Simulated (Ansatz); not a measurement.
**Alloy of Si and Sn (6 of 216 Si sites exchanged), 216 atoms**

Wanted: the relaxed alloy cell and its gap (PBEsol).

Program: Ansatz 0.2.0, PAW, plane waves. These are calculated values, not measurements.

1 further run of the same task is left out (it didn't finish).

## (1) The system as built

216 atoms (210 Si, 6 Sn); a = 16.398 Å, b = 16.398 Å, c = 16.398 Å, α = 90.00°, β = 90.00°, γ = 90.00°. All atoms were shaken off their sites by about 0.02 Å along each axis.

The runs, in order: (2) PBEsol cell relaxation at the single k point (½, ½, ½), on 1 × NVIDIA GB200 with 8 threads of Arm Neoverse-V2.

## (2) PBEsol relaxation of the cell and the positions

The input, in.yaml:

```yaml
crystal:
  lattice:
    - [16.397973, 0.000000, 0.000000]
    - [0.000000, 16.397973, 0.000000]
    - [0.000000, 0.000000, 16.397973]
  atoms:
    - { symbol: Si, position: [0.001086, 0.999036, 0.999842] }
    - { symbol: Si, position: [0.997413, 0.998837, 0.332275] }
    - { symbol: Si, position: [0.000298, 0.998747, 0.665070] }
    - { symbol: Si, position: [0.998840, 0.332679, 0.000534] }
    - { symbol: Si, position: [0.002571, 0.334327, 0.334226] }
    - { symbol: Si, position: [0.997822, 0.333232, 0.667709] }
    - { symbol: Si, position: [0.000573, 0.665855, 0.999906] }
    - { symbol: Si, position: [0.000198, 0.666152, 0.331961] }
    - { symbol: Si, position: [0.000807, 0.668516, 0.666276] }
    - { symbol: Si, position: [0.334936, 0.000863, 0.000147] }
    - { symbol: Si, position: [0.332648, 0.998672, 0.334196] }
    - { symbol: Si, position: [0.332047, 0.998863, 0.667965] }
    - { symbol: Si, position: [0.334512, 0.332135, 0.002117] }
    - { symbol: Si, position: [0.334946, 0.332141, 0.331278] }
    - { symbol: Si, position: [0.332428, 0.665398, 0.999878] }
    - { symbol: Si, position: [0.332328, 0.667001, 0.332222] }
    - { symbol: Si, position: [0.666966, 0.999418, 0.997941] }
    - { symbol: Si, position: [0.665963, 0.002956, 0.333529] }
    - { symbol: Si, position: [0.666328, 0.001745, 0.667253] }
    - { symbol: Si, position: [0.667023, 0.331756, 0.999879] }
    - { symbol: Si, position: [0.668347, 0.333433, 0.332005] }
    - { symbol: Si, position: [0.667448, 0.333520, 0.668814] }
    - { symbol: Si, position: [0.666845, 0.667928, 0.002659] }
    - { symbol: Si, position: [0.669845, 0.666996, 0.333219] }
    - { symbol: Si, position: [0.667050, 0.667518, 0.665817] }
    - { symbol: Si, position: [0.083058, 0.084914, 0.084191] }
    - { symbol: Si, position: [0.084068, 0.083296, 0.418902] }
    - { symbol: Si, position: [0.083054, 0.081630, 0.751063] }
    - { symbol: Si, position: [0.084330, 0.417688, 0.082071] }
    - { symbol: Si, position: [0.085823, 0.415434, 0.416030] }
    - { symbol: Si, position: [0.081828, 0.417117, 0.748521] }
    - { symbol: Si, position: [0.081959, 0.751400, 0.083386] }
    - { symbol: Si, position: [0.083110, 0.748491, 0.419528] }
    - { symbol: Si, position: [0.081531, 0.750062, 0.749244] }
    - { symbol: Si, position: [0.417638, 0.084362, 0.084173] }
    - { symbol: Si, position: [0.415807, 0.084876, 0.415742] }
    - { symbol: Si, position: [0.417307, 0.083018, 0.747950] }
    - { symbol: Si, position: [0.416573, 0.417274, 0.082565] }
    - { symbol: Si, position: [0.415699, 0.418364, 0.415000] }
    - { symbol: Si, position: [0.417731, 0.416783, 0.752622] }
    - { symbol: Si, position: [0.417420, 0.749858, 0.083226] }
    - { symbol: Si, position: [0.414692, 0.751391, 0.415867] }
    - { symbol: Si, position: [0.418189, 0.751248, 0.749135] }
    - { symbol: Si, position: [0.748026, 0.081698, 0.081643] }
    - { symbol: Si, position: [0.751207, 0.083493, 0.415842] }
    - { symbol: Si, position: [0.751253, 0.081975, 0.750427] }
    - { symbol: Si, position: [0.748816, 0.416031, 0.083687] }
    - { symbol: Si, position: [0.749280, 0.415705, 0.415292] }
    - { symbol: Si, position: [0.750808, 0.416496, 0.748204] }
    - { symbol: Si, position: [0.749375, 0.747920, 0.082629] }
    - { symbol: Si, position: [0.748371, 0.750573, 0.416197] }
    - { symbol: Si, position: [0.749315, 0.749775, 0.749663] }
    - { symbol: Si, position: [0.168026, 0.167654, 0.999662] }
    - { symbol: Si, position: [0.165901, 0.166183, 0.332086] }
    - { symbol: Si, position: [0.166787, 0.166698, 0.666569] }
    - { symbol: Si, position: [0.166464, 0.500494, 0.000596] }
    - { symbol: Si, position: [0.165947, 0.502239, 0.330636] }
    - { symbol: Si, position: [0.166302, 0.500688, 0.665950] }
    - { symbol: Si, position: [0.167957, 0.832136, 0.996612] }
    - { symbol: Si, position: [0.167054, 0.833691, 0.333801] }
    - { symbol: Si, position: [0.167551, 0.833985, 0.664445] }
    - { symbol: Si, position: [0.502647, 0.163954, 0.998818] }
    - { symbol: Si, position: [0.498576, 0.165268, 0.334390] }
    - { symbol: Si, position: [0.498495, 0.168954, 0.664637] }
    - { symbol: Si, position: [0.500635, 0.500847, 0.002046] }
    - { symbol: Si, position: [0.500925, 0.499073, 0.333041] }
    - { symbol: Si, position: [0.500210, 0.502460, 0.666035] }
    - { symbol: Si, position: [0.498837, 0.833478, 0.999915] }
    - { symbol: Si, position: [0.501828, 0.831707, 0.332056] }
    - { symbol: Si, position: [0.500566, 0.833109, 0.663907] }
    - { symbol: Si, position: [0.832924, 0.169813, 0.996551] }
    - { symbol: Si, position: [0.833101, 0.168322, 0.332097] }
    - { symbol: Si, position: [0.833512, 0.169233, 0.667221] }
    - { symbol: Si, position: [0.831426, 0.500927, 0.997886] }
    - { symbol: Si, position: [0.832520, 0.498071, 0.332132] }
    - { symbol: Si, position: [0.834059, 0.500385, 0.664396] }
    - { symbol: Si, position: [0.834647, 0.833234, 0.000645] }
    - { symbol: Si, position: [0.833871, 0.835890, 0.332965] }
    - { symbol: Si, position: [0.833634, 0.833545, 0.666823] }
    - { symbol: Si, position: [0.251609, 0.249293, 0.084966] }
    - { symbol: Si, position: [0.251535, 0.248716, 0.418176] }
    - { symbol: Si, position: [0.248988, 0.250164, 0.751563] }
    - { symbol: Si, position: [0.248756, 0.582600, 0.083590] }
    - { symbol: Si, position: [0.250297, 0.582048, 0.416488] }
    - { symbol: Si, position: [0.250259, 0.582187, 0.751155] }
    - { symbol: Si, position: [0.250512, 0.916892, 0.082696] }
    - { symbol: Si, position: [0.249289, 0.916857, 0.418024] }
    - { symbol: Si, position: [0.250066, 0.915801, 0.750820] }
    - { symbol: Si, position: [0.585898, 0.248524, 0.081114] }
    - { symbol: Si, position: [0.583279, 0.249849, 0.417048] }
    - { symbol: Si, position: [0.582514, 0.249563, 0.752981] }
    - { symbol: Si, position: [0.585249, 0.580737, 0.082689] }
    - { symbol: Si, position: [0.583844, 0.581587, 0.416103] }
    - { symbol: Si, position: [0.585113, 0.582217, 0.749622] }
    - { symbol: Si, position: [0.583161, 0.916594, 0.083089] }
    - { symbol: Si, position: [0.584805, 0.918220, 0.417255] }
    - { symbol: Si, position: [0.582688, 0.916129, 0.750922] }
    - { symbol: Si, position: [0.917948, 0.251256, 0.084051] }
    - { symbol: Si, position: [0.913805, 0.250929, 0.417831] }
    - { symbol: Si, position: [0.916981, 0.250626, 0.749051] }
    - { symbol: Si, position: [0.914605, 0.583919, 0.083936] }
    - { symbol: Si, position: [0.915075, 0.582585, 0.414781] }
    - { symbol: Si, position: [0.917405, 0.582900, 0.748322] }
    - { symbol: Si, position: [0.919754, 0.915207, 0.081533] }
    - { symbol: Si, position: [0.917699, 0.917378, 0.418787] }
    - { symbol: Si, position: [0.916917, 0.915797, 0.750314] }
    - { symbol: Si, position: [0.166778, 0.000275, 0.168838] }
    - { symbol: Si, position: [0.165807, 0.999481, 0.503275] }
    - { symbol: Si, position: [0.167614, 0.999495, 0.833019] }
    - { symbol: Si, position: [0.167635, 0.333939, 0.166723] }
    - { symbol: Si, position: [0.168676, 0.333238, 0.500116] }
    - { symbol: Si, position: [0.164476, 0.331096, 0.832368] }
    - { symbol: Si, position: [0.164635, 0.664980, 0.166533] }
    - { symbol: Si, position: [0.166126, 0.668119, 0.500232] }
    - { symbol: Si, position: [0.166209, 0.666114, 0.831744] }
    - { symbol: Si, position: [0.501184, 0.001944, 0.166776] }
    - { symbol: Si, position: [0.501767, 0.998185, 0.500294] }
    - { symbol: Si, position: [0.500683, 0.999412, 0.835354] }
    - { symbol: Si, position: [0.501818, 0.332218, 0.165677] }
    - { symbol: Si, position: [0.499966, 0.334523, 0.498671] }
    - { symbol: Si, position: [0.499472, 0.334537, 0.831352] }
    - { symbol: Si, position: [0.499225, 0.665725, 0.168124] }
    - { symbol: Si, position: [0.497861, 0.667826, 0.832363] }
    - { symbol: Si, position: [0.834464, 0.999205, 0.166831] }
    - { symbol: Si, position: [0.832577, 0.002314, 0.501721] }
    - { symbol: Si, position: [0.833300, 0.999862, 0.833138] }
    - { symbol: Si, position: [0.834281, 0.334819, 0.164844] }
    - { symbol: Si, position: [0.829209, 0.334156, 0.500094] }
    - { symbol: Si, position: [0.831816, 0.333031, 0.833900] }
    - { symbol: Si, position: [0.831845, 0.668295, 0.168483] }
    - { symbol: Si, position: [0.833255, 0.667156, 0.497813] }
    - { symbol: Si, position: [0.832640, 0.665124, 0.831823] }
    - { symbol: Si, position: [0.251397, 0.083123, 0.248220] }
    - { symbol: Si, position: [0.250768, 0.082544, 0.582333] }
    - { symbol: Si, position: [0.248155, 0.083996, 0.916432] }
    - { symbol: Si, position: [0.250777, 0.416149, 0.249356] }
    - { symbol: Si, position: [0.248610, 0.415431, 0.917178] }
    - { symbol: Si, position: [0.249997, 0.751496, 0.249347] }
    - { symbol: Si, position: [0.250410, 0.749840, 0.583504] }
    - { symbol: Si, position: [0.249199, 0.750585, 0.918056] }
    - { symbol: Si, position: [0.583368, 0.082742, 0.253419] }
    - { symbol: Si, position: [0.581270, 0.082629, 0.583904] }
    - { symbol: Si, position: [0.583643, 0.084883, 0.916176] }
    - { symbol: Si, position: [0.584203, 0.416122, 0.250767] }
    - { symbol: Si, position: [0.583300, 0.416480, 0.583328] }
    - { symbol: Si, position: [0.584263, 0.417879, 0.914641] }
    - { symbol: Si, position: [0.583334, 0.751944, 0.250281] }
    - { symbol: Si, position: [0.582020, 0.750752, 0.582952] }
    - { symbol: Si, position: [0.581954, 0.750104, 0.917047] }
    - { symbol: Si, position: [0.916175, 0.084710, 0.248580] }
    - { symbol: Si, position: [0.917199, 0.083606, 0.585420] }
    - { symbol: Si, position: [0.915698, 0.083110, 0.916523] }
    - { symbol: Si, position: [0.916641, 0.415931, 0.249504] }
    - { symbol: Si, position: [0.916831, 0.413954, 0.583622] }
    - { symbol: Si, position: [0.915513, 0.416212, 0.916008] }
    - { symbol: Si, position: [0.918060, 0.748981, 0.251936] }
    - { symbol: Si, position: [0.916699, 0.749365, 0.584642] }
    - { symbol: Si, position: [0.916856, 0.749429, 0.918340] }
    - { symbol: Si, position: [0.000718, 0.167070, 0.166796] }
    - { symbol: Si, position: [0.001398, 0.164033, 0.501521] }
    - { symbol: Si, position: [0.999676, 0.168168, 0.834106] }
    - { symbol: Si, position: [0.998432, 0.500861, 0.167489] }
    - { symbol: Si, position: [0.998276, 0.501754, 0.499534] }
    - { symbol: Si, position: [0.999962, 0.499638, 0.833926] }
    - { symbol: Si, position: [0.999854, 0.833822, 0.164964] }
    - { symbol: Si, position: [0.999720, 0.833979, 0.500702] }
    - { symbol: Si, position: [0.999277, 0.833093, 0.834059] }
    - { symbol: Si, position: [0.334376, 0.164113, 0.167496] }
    - { symbol: Si, position: [0.334636, 0.166601, 0.497258] }
    - { symbol: Si, position: [0.334479, 0.167321, 0.833849] }
    - { symbol: Si, position: [0.334178, 0.499385, 0.164884] }
    - { symbol: Si, position: [0.334498, 0.501793, 0.831923] }
    - { symbol: Si, position: [0.331446, 0.832381, 0.165712] }
    - { symbol: Si, position: [0.333572, 0.835042, 0.500955] }
    - { symbol: Si, position: [0.334352, 0.834567, 0.833520] }
    - { symbol: Si, position: [0.665216, 0.168022, 0.166861] }
    - { symbol: Si, position: [0.665178, 0.166363, 0.501309] }
    - { symbol: Si, position: [0.666891, 0.169403, 0.833293] }
    - { symbol: Si, position: [0.665875, 0.502479, 0.167135] }
    - { symbol: Si, position: [0.665390, 0.499374, 0.500024] }
    - { symbol: Si, position: [0.665420, 0.500595, 0.836128] }
    - { symbol: Si, position: [0.667453, 0.832476, 0.167461] }
    - { symbol: Si, position: [0.667080, 0.833246, 0.502252] }
    - { symbol: Si, position: [0.667108, 0.833550, 0.833633] }
    - { symbol: Si, position: [0.081037, 0.250244, 0.247936] }
    - { symbol: Si, position: [0.083408, 0.249479, 0.584437] }
    - { symbol: Si, position: [0.082045, 0.251078, 0.915732] }
    - { symbol: Si, position: [0.083520, 0.581710, 0.248723] }
    - { symbol: Si, position: [0.083288, 0.583217, 0.584196] }
    - { symbol: Si, position: [0.086055, 0.582413, 0.915440] }
    - { symbol: Si, position: [0.083690, 0.916696, 0.249795] }
    - { symbol: Si, position: [0.084252, 0.917216, 0.584125] }
    - { symbol: Si, position: [0.084724, 0.916027, 0.914403] }
    - { symbol: Si, position: [0.416403, 0.250646, 0.251285] }
    - { symbol: Si, position: [0.417002, 0.250007, 0.583417] }
    - { symbol: Si, position: [0.416234, 0.248850, 0.915196] }
    - { symbol: Si, position: [0.416858, 0.582287, 0.249631] }
    - { symbol: Si, position: [0.415720, 0.582615, 0.916274] }
    - { symbol: Si, position: [0.416619, 0.917006, 0.250529] }
    - { symbol: Si, position: [0.417174, 0.917170, 0.582576] }
    - { symbol: Si, position: [0.417413, 0.915615, 0.917816] }
    - { symbol: Si, position: [0.749082, 0.250061, 0.250292] }
    - { symbol: Si, position: [0.748417, 0.248816, 0.581919] }
    - { symbol: Si, position: [0.749328, 0.250510, 0.917910] }
    - { symbol: Si, position: [0.748951, 0.581356, 0.250630] }
    - { symbol: Si, position: [0.751991, 0.583778, 0.583534] }
    - { symbol: Si, position: [0.751199, 0.584593, 0.915847] }
    - { symbol: Si, position: [0.748894, 0.916493, 0.248666] }
    - { symbol: Si, position: [0.748292, 0.916101, 0.583115] }
    - { symbol: Si, position: [0.749966, 0.917469, 0.917286] }
    - { symbol: Sn, position: [0.336248, 0.331773, 0.666008] }
    - { symbol: Sn, position: [0.333628, 0.666911, 0.667030] }
    - { symbol: Sn, position: [0.501027, 0.668154, 0.500708] }
    - { symbol: Sn, position: [0.248391, 0.416839, 0.582232] }
    - { symbol: Sn, position: [0.330153, 0.501988, 0.500725] }
    - { symbol: Sn, position: [0.418566, 0.580584, 0.582930] }
kpoints:
  mp_grid: { grid: [1, 1, 1], shift: [0.5, 0.5, 0.5] }
hamiltonian:
  xc: pbesol
scf:
  occupations: { method: fermi_dirac, width: 0.01 }
relax:
  f_tol: 0.03
  max_steps: 80
  escape_saddle: false
  adjacent_minimum: "off"
  cell: { fix: [shape] }
output:
  forces: true
  eigenvalues: true
  populations: true
```

Run with:

```sh
> ansatz run in.yaml --threads 8 --pin off --max-ram 118750MiB --runs-dir r --events-out ev --progress --plain --backend cuda --devices 0, --max-vram 170GiB
```

What does the calculation give? Wanted: for each run, top filled to lowest empty.

As calculated:

| level | time | top filled to lowest empty (eV) |
| --- | --- | --- |
| PBEsol, relaxation | 12 s (GPU) | 0.92 |

| quantity | value |
| --- | --- |
| relaxation | 6 recorded steps, 7.68 eV gained |
| largest shift | 0.35 Å (Si67) |
| relaxed cell | a = 16.387 Å, b = 16.387 Å, c = 16.387 Å, α = 90.00°, β = 90.00°, γ = 90.00° |
| mean bonds | Si–Si 2.358, Si–Sn 2.515, Sn–Sn 2.682 Å |

Relaxation gains 7.68 eV, with shifts up to 0.35 Å (Si67), while the volume changes by -0.2 %. The mean lengths of the listed bonds run from Si–Si 2.36 Å to Sn–Sn 2.68 Å. Spin–orbit coupling is left out, which matters for the band edges of the heavier elements here. With one k point the spacing samples only the states that fold onto it, so it can exceed the gap over the zone.
